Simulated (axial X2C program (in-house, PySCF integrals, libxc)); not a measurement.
# AsSi: from the state search to constants, part 2 of 2

Computed with an in-house X2C program for linear molecules on PySCF integrals; all-electron X2C, As dyall-cv3z, Si dyall-v3z. Earlier steps stand in the parts before.

## (9) PBE0, 2c

State followed: Ω = 3/2 (excess of +ω over −ω: ω = 3/2). The scan is laid around 2.179 Å, a first estimate of the minimum, and this SCF restarts from the orbitals of the search.

The SCF at the reference distance of 2.179 Å:

```text
two-component X2C + atomic mean field  PBE0
basis functions 149  fitting functions 888  grid points 5079
iter        total energy     max residual
   1      -2549.723011615     1.07e-05
   2      -2549.723011616     1.64e-05
converged
one-electron -3770.50821719  Coulomb 1214.30506641  exact exchange -25.73384923  xc functional -79.14238108  nuclear repulsion 112.19819708  atomic mean-field constant -0.84182760
```

Along the bond, energies from the lowest point:

| R (Å) | E (eV) | μ (D) | HOMO (eV) | LUMO (eV) | iterations |
| --- | --- | --- | --- | --- | --- |
| 1.896 | 1.0815 | 0.05 | -6.63 | -5.16 | 12 |
| 1.983 | 0.4474 | 0.21 | -6.70 | -4.95 | 12 |
| 2.048 | 0.1751 | 0.33 | -6.73 | -4.82 | 12 |
| 2.114 | 0.0359 | 0.46 | -6.66 | -4.69 | 12 |
| 2.179 | 0.0000 | 0.59 | -6.52 | -4.57 | 2 |
| 2.255 | 0.0577 | 0.75 | -6.36 | -4.45 | 12 |
| 2.332 | 0.1948 | 0.91 | -6.21 | -4.34 | 13 |
| 2.430 | 0.4489 | 1.08 | -6.04 | -4.23 | 14 |
| 2.549 | 0.8077 | 1.14 | -5.91 | -4.13 | 17 |
| 2.724 | 1.3081 | 1.17 | -5.86 | -4.03 | 14 |

Dipoles are positive if Si is the positive end.

Outer spinors at the reference distance:

```
   ω  occupied  ε (eV)              atomic character    λ mixture
 1/2       yes  -17.49  62% As s, 19% Si s, 11% Si p       100% σ
-1/2       yes  -16.71  61% As s, 21% Si s, 10% Si p       100% σ
 1/2       yes  -11.72  50% Si s, 25% As p, 16% As s       100% σ
-1/2       yes  -11.38  50% Si s, 24% As p, 16% As s       100% σ
-1/2       yes   -7.23   64% As p, 30% Si p, 4% Si d  97% π, 3% σ
 3/2       yes   -7.09   62% As p, 32% Si p, 4% Si d       100% π
 1/2       yes   -6.94  42% Si p, 41% As p, 12% Si s  97% σ, 3% π
-1/2       yes   -6.76  43% Si p, 41% As p, 11% Si s  97% σ, 3% π
 1/2       yes   -6.52   58% As p, 36% Si p, 3% Si d  97% π, 3% σ
-3/2        no   -4.57   54% As p, 42% Si p, 2% Si d       100% π
-1/2        no   -2.43   62% Si p, 26% As p, 6% As d       100% π
 3/2        no   -2.36   59% Si p, 28% As p, 6% As d       100% π
 1/2        no   -2.09   56% Si p, 31% As p, 6% Si d       100% π
```

PBE0 fields in the half plane through the axis: z from -2.4 to 4.5 Å across, distance from the axis 0.15 to 2.25 Å upwards; As lies at z = 0 and Si at z = 2.179 Å; the ELF is damped to zero where the density is low.

log10 density (e/bohr³). Ten even steps from ' ' (-4.37 ) to '@' (1.40 ):
```
      ....::::::::::::::::::::::::::::......    
    ....::::::--------------------::::::::....  
  ..::::::------------------------------::::....
....::----============================----::::..
..::::--====++++++++++==================----::..
..::----==++++++**++++++++++++++++++++====--::::
::::--====++**######**++++++******++++====----::
::::--==++++**%%@@%%****++++##@@%%**++++==----::
```

ELF. Ten even steps from ' ' (0.00 ) to '@' (0.99 ):
```
          ......::::::::................        
      ..::::--------------::::::----==--::..    
    ..::==++++++++++++++==----==++**####**==..  
  ..--++**######********++++++++##%%@@@@%%##==..
  ::++##%%%%%%**++****####**++**##@@@@@@@@@@##--
..==**%%%%%%**::::::++####**::..::##@@@@@@@@%%++
::++##%%@@##::--++--::**%%==  ==::..@@@@@@@@@@##
::++##%%@@**::##::##..**%%..****%%..##@@@@@@@@##
```

Re = 2.173 Å, ωe = 504 cm⁻¹, Be = 0.1753 cm⁻¹, De = 3.26 eV, μ = 0.58 D.

## (10) HF, 2c

Output at 2.179 Å:

```text
two-component X2C + atomic mean field  HF
basis functions 149  fitting functions 888  grid points 5079
iter        total energy     max residual
   1      -2547.782178241     2.17e-01
   2      -2547.806701916     7.36e-03
   3      -2547.807727693     5.75e-03
   4      -2547.808045393     1.45e-03
   5      -2547.808205519     1.48e-03
   6      -2547.808346814     1.52e-03
   7      -2547.808467512     1.71e-03
   8      -2547.808506258     1.73e-03
   9      -2547.807905547     1.50e-03
  10      -2547.806137227     2.17e-03
  11      -2547.806015566     2.89e-03
  12      -2547.807473180     1.93e-03
  13      -2547.808652348     2.14e-03
  14      -2547.808117771     2.42e-03
  15      -2547.808119166     2.41e-03
  16      -2547.808082701     2.40e-03
  17      -2547.807660986     2.38e-03
  18      -2547.807984734     2.47e-03
  19      -2547.807833500     2.40e-03
  20      -2547.807372848     2.50e-03
  21      -2547.807638643     2.37e-03
  22      -2547.807462493     2.06e-03
  23      -2547.782178241     2.63e-01
  24      -2547.806706414     1.02e-02
  25      -2547.807739101     1.36e-02
  26      -2547.808129347     5.03e-03
  27      -2547.808297198     3.41e-03
  28      -2547.808804158     1.11e-02
  29      -2547.809450560     2.01e-02
  30      -2547.810096404     1.85e-02
  31      -2547.811185231     2.22e-03
  32      -2547.811308958     3.23e-03
  33      -2547.811354104     2.04e-03
  34      -2547.811362929     2.14e-04
  35      -2547.811363865     1.70e-04
  36      -2547.811364156     8.26e-05
  37      -2547.811364390     5.99e-05
  38      -2547.811364555     7.70e-05
  39      -2547.811364663     5.41e-05
  40      -2547.811364694     1.79e-05
  41      -2547.811364700     8.47e-06
  42      -2547.811364702     4.99e-06
  43      -2547.811364702     2.29e-06
converged
one-electron -3770.42224392  Coulomb 1214.34038451  exact exchange -103.08587477  xc functional 0.00000000  nuclear repulsion 112.19819708  atomic mean-field constant -0.84182760
```

Re = 2.230 Å, ωe = 357 cm⁻¹, Be = 0.1664 cm⁻¹, De = 1.11 eV, μ = 0.64 D.

## (11) B3LYP, 2c

The SCF at the reference distance of 2.179 Å:

```text
two-component X2C + atomic mean field  B3LYP
basis functions 149  fitting functions 888  grid points 5079
iter        total energy     max residual
   1      -2550.188173130     3.27e-02
   2      -2550.189990710     1.22e-03
   3      -2550.189996562     8.91e-04
   4      -2550.189994554     1.08e-03
   5      -2550.190011056     7.08e-04
   6      -2550.190019032     7.35e-05
   7      -2550.190019301     5.12e-05
   8      -2550.190019543     2.54e-05
   9      -2550.190019589     7.42e-06
  10      -2550.190019592     1.62e-06
  11      -2550.190019592     4.40e-07
converged
one-electron -3770.56341862  Coulomb 1214.35309899  exact exchange -20.58329760  xc functional -84.75277184  nuclear repulsion 112.19819708  atomic mean-field constant -0.84182760
```

Re = 2.187 Å, ωe = 488 cm⁻¹, ωexe = 1.35 cm⁻¹, Be = 0.173 cm⁻¹, De = 3.41 eV, μ = 0.67 D.

## (12) MP2 and beyond, 2c

Correlated methods: 9 electrons correlated (frozen shells, counted by type: As 3 s, 2 p, 1 d; Si 2 s, 1 p), 203 virtual spinors in MP2, 90 natural virtuals in coupled cluster.

Output of the correlated part at 2.179 Å:

```text
correlated 9  virtual 203  natural virtual 90  E(MP2) -0.186237541  MP2 remainder -0.004289497
iter   CCSD correlation   residual
   1     -0.202084768   1.44e-01
   2     -0.212306366   7.53e-02
   3     -0.215388103   4.46e-02
   4     -0.217922469   2.98e-02
   5     -0.218867649   1.38e-02
   6     -0.219212908   5.16e-03
   7     -0.219313672   1.85e-03
   8     -0.219307194   8.18e-04
   9     -0.219309008   4.52e-04
  10     -0.219306460   2.09e-04
  11     -0.219307804   8.44e-05
  12     -0.219308074   3.34e-05
  13     -0.219308555   1.58e-05
  14     -0.219308828   6.85e-06
  15     -0.219309040   3.83e-06
  16     -0.219309170   2.14e-06
  17     -0.219309225   1.04e-06
  18     -0.219309243   5.11e-07
(T) -0.013650369  T1 0.0993  D1 0.2141  max T2 0.113
```

MP2: No constants are quoted: the reference is strongly spin-contaminated.

CCSD: Re = 2.169 Å, ωe = 515 cm⁻¹, ωexe = 2.96 cm⁻¹, Be = 0.1759 cm⁻¹, De = 2.78 eV. T1 at Re = 0.068 (Lee–Taylor, the printed value over √2).

CCSD(T): Re = 2.176 Å, ωe = 514 cm⁻¹, ωexe = 2.23 cm⁻¹, Be = 0.1748 cm⁻¹, De = 3.01 eV. T1 at Re = 0.069 (Lee–Taylor, the printed value over √2).

## (13) A higher determinant, 2c

State: Ω = 1/2 (excess of +ω over −ω: ω = 1/2).

Output at the reference distance:

```text
two-component X2C + atomic mean field  PBE0
basis functions 149  fitting functions 888  grid points 5079
iter        total energy     max residual
   1      -2549.719591307     6.57e-06
   2      -2549.719591308     7.48e-06
converged
one-electron -3770.44535923  Coulomb 1214.24335925  exact exchange -25.73337173  xc functional -79.14058908  nuclear repulsion 112.19819708  atomic mean-field constant -0.84182760
```

| R (Å) | E above the lowest PBE0 point (eV) |
| --- | --- |
| 1.896 | 0.638 |
| 1.983 | 0.274 |
| 2.048 | 0.172 |
| 2.114 | 0.123 |
| 2.179 | 0.093 |
| 2.255 | 0.151 |
| 2.332 | 0.284 |
| 2.430 | 0.526 |
| 2.549 | 0.863 |

No constants are quoted: the solution changes its character somewhere along the scan, so the fit is set aside.

## (14) The 2c curves together

Energy (eV) of the followed determinant, 2c, from each level's lowest point:

| R (Å) | PBE0 | HF | MP2 (spin-contaminated) | CCSD | CCSD(T) | B3LYP |
| --- | --- | --- | --- | --- | --- | --- |
| 1.896 | 1.082 | 1.102 | 0.961 | n/a | n/a | 1.143 |
| 1.983 | 0.447 | 0.474 | 0.292 | 0.468 | 0.501 | 0.493 |
| 2.048 | 0.175 | 0.213 | 0.028 | 0.177 | 0.197 | 0.207 |
| 2.114 | 0.036 | 0.075 | 0.000 | 0.032 | 0.041 | 0.052 |
| 2.179 | 0.000 | 0.011 | 0.099 | 0.000 | 0.000 | 0.000 |
| 2.255 | 0.058 | 0.000 | 0.247 | 0.062 | 0.054 | 0.037 |
| 2.332 | 0.195 | 0.041 | 0.409 | 0.197 | 0.188 | 0.153 |
| 2.430 | 0.449 | 0.146 | 0.628 | 0.433 | 0.432 | 0.383 |
| 2.549 | 0.808 | 0.327 | 0.904 | n/a | n/a | 0.736 |
| 2.724 | 1.308 | 0.625 | 1.328 | n/a | n/a | 1.271 |

Time for the job: 1.9 min (1 thread of Intel Xeon 6975P-C (Granite Rapids), shared host); peak memory 0.55 GiB.

## (15) What came out

This closing draws on all 2 parts.

Lowest determinant that the search found at its distance, spin-free: M_S = 1/2, Λ = 1 (beyond closed shells: π+α, π+β, π-α).

Lowest determinant that the search found at its distance, 2c: Ω = 3/2 (excess of +ω over −ω: ω = 3/2).

| Hamiltonian | level | Re (Å) | ωe (cm⁻¹) | De (eV) | μ (D) |
| --- | --- | --- | --- | --- | --- |
| spin-free | PBE0 | 2.173 | 504 | 3.21 | 0.57 |
| spin-free | HF | 2.236 | 361 | 1.10 | 0.61 |
| spin-free | CCSD | 2.171 | 509 | 2.74 | n/a |
| spin-free | CCSD(T) | 2.177 | 509 | 2.96 | n/a |
| spin-free | B3LYP | 2.187 | 487 | 3.37 | 0.66 |
| 2c | PBE0 | 2.173 | 504 | 3.26 | 0.58 |
| 2c | HF | 2.230 | 357 | 1.11 | 0.64 |
| 2c | CCSD | 2.169 | 515 | 2.78 | n/a |
| 2c | CCSD(T) | 2.176 | 514 | 3.01 | n/a |
| 2c | B3LYP | 2.187 | 488 | 3.41 | 0.67 |

Dipoles are positive if Si is the positive end. No constants: spin-free MP2 (the reference is strongly spin-contaminated); 2c MP2 (the reference is strongly spin-contaminated). Spin-free ⟨S²⟩ is off its pure value at HF 1.21.

Time per point (s) on 1 thread of Intel Xeon 6975P-C (Granite Rapids), shared host (2c runs; CCSD comes with the CCSD(T) run); the times are rough: PBE0 0.44, HF 0.34, CCSD(T) 4.4, B3LYP 0.47.

In words: At CCSD(T), going from spin-free to two-component changes Re by -2 mÅ, ωe by +0.9 %; the spin-free picture holds up (part of it comes from the scalar share of the two-electron terms). De moves by +0.04 eV; both De rest on single-determinant atoms, which can miss part of an open shell's spin–orbit lowering.

De refers to As + Si, each in the lowest determinant found, which need not be this curve's own limit. The state is a single determinant with fixed occupations, the lowest that a limited PBE0 search found. Dissociation energies refer to the lowest single-determinant-based atoms at the same level and basis. Density functionals use the spin component along the axis (collinear). CCSD and (T) use frozen natural virtuals with an MP2 correction for the truncation. The spin-free determinant is spin-contaminated at some levels. T1 at Re is 0.070 (Lee–Taylor), above the customary mark of 0.02.
